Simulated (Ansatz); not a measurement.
**GaGeH5 (SMILES [GaH2][GeH3]): levels of theory compared**

Aim: a comparison of 6 runs (HF/def2-SVP, B3LYP/STO-3G, B3LYP/6-31G*, PBE0/def2-SVP, SVWN5/6-31G**) of GaGeH5. 

Program for the calculation: Ansatz 0.2.0.

2 further runs of the same task are left out: 2 set aside as unsound or not needed.

## (1) The structure to begin with

GaGeH5 has 7 atoms, charge 0, and is taken as a singlet. SMILES: `[GaH2][GeH3]`. The shape is that of a PBE0-D4/def2-TZVP optimisation.

Bond lengths: Ga1–Ge2 2.444 Å, Ga1–H3 1.572 Å, Ga1–H4 1.572 Å, Ge2–H5 1.540 Å, Ge2–H6 1.543 Å, Ge2–H7 1.540 Å. Angles: Ga1–Ge2–H5 113.0°, Ga1–Ge2–H6 109.4°, Ga1–Ge2–H7 112.6°, Ge2–Ga1–H3 120.3°, Ge2–Ga1–H4 120.7°, H5–Ge2–H6 106.9°, H5–Ge2–H7 107.8°, H6–Ge2–H7 106.8°, H3–Ga1–H4 119.0°.

## (2) Energy and forces at HF/def2-SVP (run 1)

Contents of input.yaml:

```yaml
crystal:
  periodic: [false, false, false]
  atoms:
    - {symbol: Ga, position_ang: [-0.366500, -1.359600, 0.111400]}
    - {symbol: Ge, position_ang: [0.277800, 0.987900, -0.107400]}
    - {symbol: H, position_ang: [0.529900, -2.354300, 0.935000]}
    - {symbol: H, position_ang: [-1.693000, -1.891700, -0.542800]}
    - {symbol: H, position_ang: [-0.307500, 1.657300, -1.364600]}
    - {symbol: H, position_ang: [-0.246100, 1.779800, 1.109100]}
    - {symbol: H, position_ang: [1.805500, 1.180600, -0.140600]}
basis:
  gaussian:
    orbitals: def2-SVP
hamiltonian:
  xc: hf
accuracy: high
output: {forces: true, orbitals: {seedname: orbitals}}
```

The run is started by

```sh
$ ansatz run input.yaml --threads 1 --pin off --max-ram 2610MiB --events-out events.jsonl --progress --plain --runs-dir runs
```

Output:

```text
Warning: RAYON_NUM_THREADS=1 ignored (pool sized by the plan → 1); use --threads N
Functional definition: HF
  name "HF"
  exchange = exact_x
  correlation = 0
1831 factors; integrals over basis functions are off by at most 8.8e-9 eV
mean field evaluation 1: about -108871.7225 eV, gradient 1.3e1 eV
mean field evaluation 2: about -108871.7476 eV, gradient 1.3e1 eV
mean field evaluation 4: about -108872.5473 eV, gradient 2.5e0 eV
mean field evaluation 8: about -108872.5602 eV, gradient 2.8e-4 eV
mean field -108872.56021185 eV, -4000.9927913138 hartree, gradient 1.5e-8 eV, S^2 0.000000; 0 other end points of the search recorded, 0 dependent functions left out
the calculation of the forces begins
reference -108872.56021185 eV, -4000.9927913138 hartree; 34, 34 occupied and 55, 55 virtual orbitals, 1831 factors
Total energy: -108872.56021185 eV, -4000.9927913138 hartree
Atom 0 at    -0.366500    -1.359600     0.111400 Å, force    -0.079842    -0.320661     0.012596 eV/Å
Atom 1 at     0.277800     0.987900    -0.107400 Å, force     0.122447     0.490918    -0.018067 eV/Å
Atom 2 at     0.529900    -2.354300     0.935000 Å, force     0.030853    -0.071247     0.041224 eV/Å
Atom 3 at    -1.693000    -1.891700    -0.542800 Å, force    -0.067971    -0.051787    -0.024130 eV/Å
Atom 4 at    -0.307500     1.657300    -1.364600 Å, force     0.014179    -0.024136     0.014047 eV/Å
Atom 5 at    -0.246100     1.779800     1.109100 Å, force     0.004652    -0.009247    -0.014883 eV/Å
Atom 6 at     1.805500     1.180600    -0.140600 Å, force    -0.024318    -0.013840    -0.010788 eV/Å
Dipole moment:    -0.018475    -0.091532    -0.005988 e Å
```

It took 7.8 s on 1 thread of Arm Neoverse N1, shared host; peak memory 0.28 GiB.

## (3) Energy and forces at B3LYP/STO-3G (run 2)

Contents of job.yaml:

```yaml
crystal:
  periodic: [false, false, false]
  atoms:
    - symbol: Ga
      position_ang: [-0.366500, -1.359600, 0.111400]
    - symbol: Ge
      position_ang: [0.277800, 0.987900, -0.107400]
    - symbol: H
      position_ang: [0.529900, -2.354300, 0.935000]
    - symbol: H
      position_ang: [-1.693000, -1.891700, -0.542800]
    - symbol: H
      position_ang: [-0.307500, 1.657300, -1.364600]
    - symbol: H
      position_ang: [-0.246100, 1.779800, 1.109100]
    - symbol: H
      position_ang: [1.805500, 1.180600, -0.140600]
basis:
  gaussian:
    orbitals: STO-3G
hamiltonian:
  xc: {name: B3LYP}
accuracy: high
output: {forces: true, orbitals: {seedname: orbitals}}
```

The run is started by

```sh
$ ansatz run job.yaml --threads 1 --pin off --max-ram 2610MiB --events-out events.jsonl --progress --plain --runs-dir runs
```

Output, cut to the lines that bear on the results:

```text
Warning: RAYON_NUM_THREADS=1 ignored (pool sized by the plan → 1); use --threads N
Functional definition: B3LYP
  name "B3LYP"
[...]
587 factors; integrals over basis functions are off by at most 5.2e-8 eV
[...]
mean field -107709.55823497 eV, -3958.2532569744 hartree, gradient 3.3e-8 eV, S^2 0.000000; 6 other end points of the search recorded, 0 dependent functions left out
[...]
reference -107709.55826699 eV, -3958.2532581511 hartree; 34, 34 occupied and 7, 7 virtual orbitals, 587 factors
Total energy: -107709.55826699 eV, -3958.2532581511 hartree
Atom 0 at    -0.366500    -1.359600     0.111400 Å, force    -0.038489    -0.137477     0.007958 eV/Å
Atom 1 at     0.277800     0.987900    -0.107400 Å, force    -0.140403    -0.129877     0.234871 eV/Å
Atom 2 at     0.529900    -2.354300     0.935000 Å, force    -1.649284     1.715439    -1.488313 eV/Å
Atom 3 at    -1.693000    -1.891700    -0.542800 Å, force     2.390031     0.878024     1.196341 eV/Å
Atom 4 at    -0.307500     1.657300    -1.364600 Å, force     0.868776    -0.975094     1.868476 eV/Å
Atom 5 at    -0.246100     1.779800     1.109100 Å, force     0.840204    -1.088017    -1.875664 eV/Å
Atom 6 at     1.805500     1.180600    -0.140600 Å, force    -2.270836    -0.262998     0.056332 eV/Å
Dipole moment:     0.015173     0.083966     0.004159 e Å
```

It took 15 s on 1 thread of Arm Neoverse N1, shared host; peak memory 0.14 GiB.

Run 3 isn't shown in full; the table further down has it.

## (4) Energy and forces at B3LYP/6-31G(d) (Cartesian functions) (run 4)

job.yaml, as its differences from that of step 3:

```diff
@@ -19,3 +19,3 @@
   gaussian:
-    orbitals: STO-3G
+    orbitals: "6-31G*"
 hamiltonian:
@@ -23,2 +23,4 @@
 accuracy: high
-output: {forces: true, orbitals: {seedname: orbitals}}
+output:
+  forces: true
+  orbitals: {seedname: orbitals}
```

The run is started by

```sh
$ ansatz run job.yaml --threads 1 --pin off --max-ram 2610MiB --events-out events.jsonl --progress --plain --runs-dir runs
```

Output, cut to the lines that bear on the results:

```text
Warning: RAYON_NUM_THREADS=1 ignored (pool sized by the plan → 1); use --threads N
[... 2 set-up lines as earlier in the session ...]
[...]
1559 factors; integrals over basis functions are off by at most 4.7e-9 eV
[...]
mean field -108964.77755467 eV, -4004.3817161553 hartree, gradient 1.7e-8 eV, S^2 0.000000; 0 other end points of the search recorded, 0 dependent functions left out
[...]
reference -108964.77759964 eV, -4004.3817178078 hartree; 34, 34 occupied and 46, 46 virtual orbitals, 1559 factors
Total energy: -108964.77759964 eV, -4004.3817178078 hartree
Atom 0 at    -0.366500    -1.359600     0.111400 Å, force    -0.016481    -0.064325     0.004747 eV/Å
Atom 1 at     0.277800     0.987900    -0.107400 Å, force     0.010365     0.014281    -0.018416 eV/Å
Atom 2 at     0.529900    -2.354300     0.935000 Å, force     0.053450    -0.085429     0.056505 eV/Å
Atom 3 at    -1.693000    -1.891700    -0.542800 Å, force    -0.093475    -0.054933    -0.041055 eV/Å
Atom 4 at    -0.307500     1.657300    -1.364600 Å, force    -0.044604     0.072884    -0.100768 eV/Å
Atom 5 at    -0.246100     1.779800     1.109100 Å, force    -0.037949     0.083320     0.099362 eV/Å
Atom 6 at     1.805500     1.180600    -0.140600 Å, force     0.128695     0.034202    -0.000376 eV/Å
Dipole moment:    -0.010442    -0.049943    -0.002311 e Å
```

Run time: 18 s. Hardware: 1 thread of Arm Neoverse N1, shared host; peak memory 0.26 GiB.

Run 5 isn't shown in full; the table further down has it.

## (5) Energy and gradient at SVWN5/6-31G(d,p) (spherical functions) (run 6)

Contents of in.yaml:

```yaml
crystal:
  periodic: [false, false, false]
  atoms:
    - symbol: Ga
      position_ang: [-0.366500, -1.359600, 0.111400]
    - symbol: Ge
      position_ang: [0.277800, 0.987900, -0.107400]
    - symbol: H
      position_ang: [0.529900, -2.354300, 0.935000]
    - symbol: H
      position_ang: [-1.693000, -1.891700, -0.542800]
    - symbol: H
      position_ang: [-0.307500, 1.657300, -1.364600]
    - symbol: H
      position_ang: [-0.246100, 1.779800, 1.109100]
    - symbol: H
      position_ang: [1.805500, 1.180600, -0.140600]
basis:
  gaussian: {orbitals: 6-31G_st__st_-spherical.json}
hamiltonian: {xc: {name: SVWN5}}
accuracy: high
output: {forces: true, orbitals: {seedname: orbitals}}
```

The basis set 6-31G** is read from a file made from the Basis Set Exchange's data (not shown).

The run is started by

```sh
$ ansatz run in.yaml --threads 1 --pin off --max-ram 2610MiB --events-out events.jsonl --progress --plain --runs-dir runs
```

Output, cut to the lines that bear on the results:

```text
Warning: RAYON_NUM_THREADS=1 ignored (pool sized by the plan → 1); use --threads N
Functional definition: SVWN5
  name "SVWN5"
[...]
1867 factors; integrals over basis functions are off by at most 8.3e-9 eV
[...]
mean field -108792.57485502 eV, -3998.0533836660 hartree, gradient 8.9e-8 eV, S^2 0.000000; 0 other end points of the search recorded, 0 dependent functions left out
[...]
reference -108792.57485999 eV, -3998.0533838488 hartree; 34, 34 occupied and 55, 55 virtual orbitals, 1867 factors
Total energy: -108792.57485999 eV, -3998.0533838488 hartree
Atom 0 at    -0.366500    -1.359600     0.111400 Å, force     0.073211     0.282302    -0.016249 eV/Å
Atom 1 at     0.277800     0.987900    -0.107400 Å, force    -0.071959    -0.311691    -0.005790 eV/Å
Atom 2 at     0.529900    -2.354300     0.935000 Å, force     0.011438    -0.002689     0.006431 eV/Å
Atom 3 at    -1.693000    -1.891700    -0.542800 Å, force    -0.010772     0.002010    -0.008277 eV/Å
Atom 4 at    -0.307500     1.657300    -1.364600 Å, force    -0.024560     0.015560    -0.022091 eV/Å
Atom 5 at    -0.246100     1.779800     1.109100 Å, force    -0.012866     0.012375     0.031631 eV/Å
Atom 6 at     1.805500     1.180600    -0.140600 Å, force     0.035508     0.002133     0.014346 eV/Å
Dipole moment:    -0.007067    -0.029390     0.000916 e Å
```

It took 12 s on 1 thread of Arm Neoverse N1, shared host; peak memory 0.2 GiB.

## (6) Overview of the runs

| run | level | Cartesian functions | energy (Eh) | dipole moment (D) | HOMO energy (eV) | LUMO energy (eV) | wall time |
| --- | --- | --- | --- | --- | --- | --- | --- |
| 1 | HF/def2-SVP | no | -4000.992791 | 0.45 | -10.03 | 0.68 | 7.8 s |
| 2 | B3LYP/STO-3G | no | -3958.253258 | 0.41 | -2.67 | -0.44 | 15 s |
| 3 | B3LYP/6-31G* (spherical functions) | no | -4004.371760 | 0.24 | -7.33 | -2.30 | 17 s |
| 4 | B3LYP/6-31G* (Cartesian functions) | yes | -4004.381718 | 0.25 | -7.33 | -2.29 | 18 s |
| 5 | PBE0/def2-SVP | no | -4003.807642 | 0.33 | -7.59 | -2.10 | 17 s |
| 6 | SVWN5/6-31G** (spherical functions) | no | -3998.053384 | 0.15 | -6.57 | -3.06 | 12 s |

## (7) Outcome

| quantity | value |
| --- | --- |
| run 6: total energy | -3998.05338 Eh |
| run 6: dipole moment | 0.15 D |
| run 6: HOMO energy | -6.57 eV |
| run 6: LUMO energy | -3.06 eV |
| run 6: HOMO–LUMO gap | 3.51 eV |
| run 6: largest force on an atom | 0.320 eV/Å |

The dipole moment (its size) runs from 0.15 D (SVWN5/6-31G**) to 0.45 D (HF/def2-SVP). The two ends differ in method and basis. The HOMO–LUMO gap runs from 2.23 eV (B3LYP/STO-3G) to 10.71 eV (HF/def2-SVP). Totals of different functionals can't be ranked against each other. In run 2 the basis is minimal, so the values are rough. All runs together took 87 s, the longest 18 s.
